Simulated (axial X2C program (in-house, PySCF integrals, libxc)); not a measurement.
**FZrF⁺: bond lengths and stretches, held linear**

The task here is to estimate one member of a computed series from the others.

The runs use an in-house X2C program for linear molecules on PySCF integrals; all-electron X2C, two-component (2c) or spin-free, F dyall-av3z, Zr dyall-v3z.

All values are calculated.

2 further runs of the same task are left out: 2 set aside as unsound or not needed.

Set-up of the first run:

Contents of task.json:

```json
{"zs": [9, 40, 9], "q": 1, "bas": ["dyall-av3z", "dyall-v3z", "dyall-av3z"], "r0": [2.18, 2.18], "symm": 1, "scan": ["PBE0", "HF", "TPSSh"], "levels": ["PBE0", "HF", "TPSSh"], "nst": 2}
```

Keys: zs atomic numbers; q charge; bas basis sets; r0 starting distance in Å; symm equal bonds; scan levels of the two-bond scan; levels methods; nst determinants followed.

Launch:

```sh
> python solin.py task.json out
```

Masses F 18.998, Zr 89.905, F 18.998 u.

Steps of the session up to this table: Scan at PBE0, 2c; Scan at TPSSh, 2c; Scan at PBE0, spin-free.

One of the session's tables, all rows but one given; the rest of the session is left out.

```
           level  lower stretch (cm⁻¹)  upper stretch (cm⁻¹)
        PBE0, 2c                 685.3                 711.5
       TPSSh, 2c                 678.8                 707.1
 PBE0, spin-free                 685.4                 711.6
TPSSh, spin-free                     ?                     ?
```

Estimate the missing values for TPSSh, spin-free.

**Answer.** lower stretch (cm⁻¹): 678.9; upper stretch (cm⁻¹): 707.3. In the column «lower stretch (cm⁻¹)» it lies between TPSSh, 2c (678.8) and PBE0, 2c (685.3).

Scans not shown above were run alike.

The molecule was held linear; bending was not examined, so a bent shape may lie lower. Note: functional without a current term on a determinant with orbital currents, of the molecule or an atom.
